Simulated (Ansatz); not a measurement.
# H4OSSb+ (SMILES [SH2+][O][SbH2]): functionals against CCSD(T) at one geometry

An exercise on one series of results from a longer session: the logs are not shown, and one member is left open.

Computed with Ansatz 0.2.0, Gaussian basis. Level: single points in def2-TZVPP.

Correlated methods freeze the cores. Filled d shells of the heavier atoms are correlated. Core potentials replace the inner electrons past krypton, and spin-orbit coupling is left out.

### The system as given

SMILES `[SH2+][O][SbH2]`, 7 atoms, charge 1, spin multiplicity 1.

Atoms are counted from 1 here; the program's logs count them from 0.

Bond lengths: S1–O2 1.601 Å, S1–H4 1.335 Å, S1–H5 1.208 Å, O2–Sb3 2.317 Å, Sb3–H6 1.712 Å, Sb3–H7 1.579 Å. Angles: O2–S1–H4 100.6°, O2–S1–H5 98.1°, H4–S1–H5 80.9°, S1–O2–Sb3 132.5°, O2–Sb3–H6 87.6°, O2–Sb3–H7 83.4°, H6–Sb3–H7 94.3°.

Coordinates:

| atom | x (Å) | y (Å) | z (Å) |
| --- | --- | --- | --- |
| S1 | -0.9188 | 0.3043 | -1.4174 |
| O2 | -0.3097 | 0.2136 | 0.0604 |
| Sb3 | 1.8628 | 0.2676 | 0.8633 |
| H4 | -1.8899 | -0.6084 | -1.3391 |
| H5 | -1.8492 | 1.0346 | -1.1740 |
| H6 | 1.2223 | -0.0915 | 2.4097 |
| H7 | 1.8821 | -1.2386 | 0.3909 |

Set-up of the first run:

The input, run/in.yaml:

```yaml
crystal:
  periodic: [false, false, false]
  atoms:
    - {symbol: S, position_ang: [-0.918800, 0.304300, -1.417400]}
    - {symbol: O, position_ang: [-0.309700, 0.213600, 0.060400]}
    - {symbol: Sb, position_ang: [1.862800, 0.267600, 0.863300]}
    - {symbol: H, position_ang: [-1.889900, -0.608400, -1.339100]}
    - {symbol: H, position_ang: [-1.849200, 1.034600, -1.174000]}
    - {symbol: H, position_ang: [1.222300, -0.091500, 2.409700]}
    - {symbol: H, position_ang: [1.882100, -1.238600, 0.390900]}
basis:
  gaussian: {orbitals: def2-TZVPP}
total_charge: 1
correlation: {method: ccsd_t}
output: {forces: true}
```

No record of the launch command was kept for these runs.

Among the steps run: CCSD(T)/def2-TZVPP; PBE0-D4/def2-TZVPP; wB97M-V/def2-TZVPP; r2SCAN-D4/def2-TZVPP; PBE-D4/def2-TZVPP; BLYP-D4/def2-TZVPP; BHLYP-D4/def2-TZVPP.

One table of the session follows, with a row left open; its other results are not shown here.

| method | RMS force component (eV/Å) | angle to CCSD(T) forces (°) |
| --- | --- | --- |
| CCSD(T) | 1.848 | reference |
| PBE0-D4 | 1.961 | 4.1 |
| wB97M-V | 1.882 | 2.9 |
| r2SCAN-D4 | ? | ? |
| PBE-D4 | 2.005 | 9.1 |
| BLYP-D4 | 1.942 | 10.8 |
| BHLYP-D4 | 1.885 | 8.5 |

Estimate the missing values for r2SCAN-D4.

As computed: RMS force component (eV/Å): 1.930; angle to CCSD(T) forces (°): 4.0. In the column «RMS force component (eV/Å)» it lies between BHLYP-D4 (1.885) and BLYP-D4 (1.942).
